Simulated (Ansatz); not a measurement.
A run of Ansatz 0.2.0:

Contents of input.yaml:

```yaml
crystal:
  lattice:
    - [-1.54623163, 1.70745576, 4.32556082]
    - [1.54623163, -1.70745576, 4.32556082]
    - [1.54623163, 1.70745576, -4.32556082]
  atoms:
    - { symbol: Pd, position: [0.34234387, 0.34234387, 0.0] }
    - { symbol: Pd, position: [0.65765613, 0.65765613, 0.0] }
    - { symbol: Ti, position: [0.0, 0.0, 0.0] }
kpoints:
  mp_grid: { grid: [11, 11, 11] }
scf:
  occupations: { method: fermi_dirac, width: 0.05 }
hamiltonian:
  xc: pbesol
  pseudopotentials: { kind: all_electron, lapw: { basis_error: 0.001 } }
output:
  forces: true
  stress: true
  eigenvalues: true
  populations: true
```

Potentials or basis: all-electron LAPW, scalar-relativistic.

The run is started by

```sh
$ ansatz run input.yaml --threads 2 --pin off --max-ram 8192MiB --backend cpu --events-out ev --progress --plain --runs-dir out
```

Hardware: 2 threads of AMD EPYC 7R43 64-Core Processor (Zen 3) (shared host).

Task: Estimate the wall time of this run.

Result: It took 2.2 min on 2 threads of AMD EPYC 7R43 64-Core Processor (Zen 3), with other jobs on the host, peak memory 1.2 GiB. Counts: scf iterations 13, plane waves 463, k points 216, bands 41.
